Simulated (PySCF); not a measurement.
# C4H5BO2: the cost of one run

Programs: PySCF 2.14.0, with density-fitted response routines of our own. Each step states its level of theory. These are calculated values for one molecule in the gas phase, unless marked as measured. Atoms are numbered from 0 throughout.

### Step 1. Starting geometry

12 atoms, charge 0, multiplicity 1; geometry from: GFN2-xTB. The atoms were then displaced at random by about 0.01 Å, so the start is not that level's minimum.

Bonds of the start (Å): C0–C1 1.36, C1–C2 1.42, C2–C3 1.16, C3–B4 1.56, B4–O5 1.37, B4–O6 1.35, C0–H7 1.08, C0–H8 1.05, C1–H9 1.09, O5–H10 0.97, O6–H11 0.96.

### Step 2. Geometry optimisation at PBE0-D3(BJ)/def2-SVP

What the job is given:

```
{"job": {"xc": "PBE0", "basis": "def2-SVP", "d3": "d3bj", "grid": 1, "shake": 0.01, "kind": "geom"}, "charge": 0, "multiplicity": 1}
C      2.991790     0.067960    -0.336840
C      1.991270     0.861900     0.125660
C      0.632470     0.449330     0.206110
C     -0.470830     0.110770     0.289430
B     -1.965650    -0.336230     0.381050
O     -2.922480     0.639910     0.392860
O     -2.213880    -1.661720     0.471540
H      4.004610     0.445820    -0.404300
H      2.774450    -0.904000    -0.662890
H      2.192580     1.873810     0.477460
H     -3.837430     0.340830     0.462760
H     -3.137220    -1.916660     0.543390
```

Started as:

```console
OMP_NUM_THREADS=1 python probes_run.py task.json out
```

This one command runs all jobs of the session in turn.

Q: Estimate the wall time and peak memory of this first job on 1 thread of Arm Neoverse V1, shared host.

About 40 s, with a peak of 0.49 GiB.
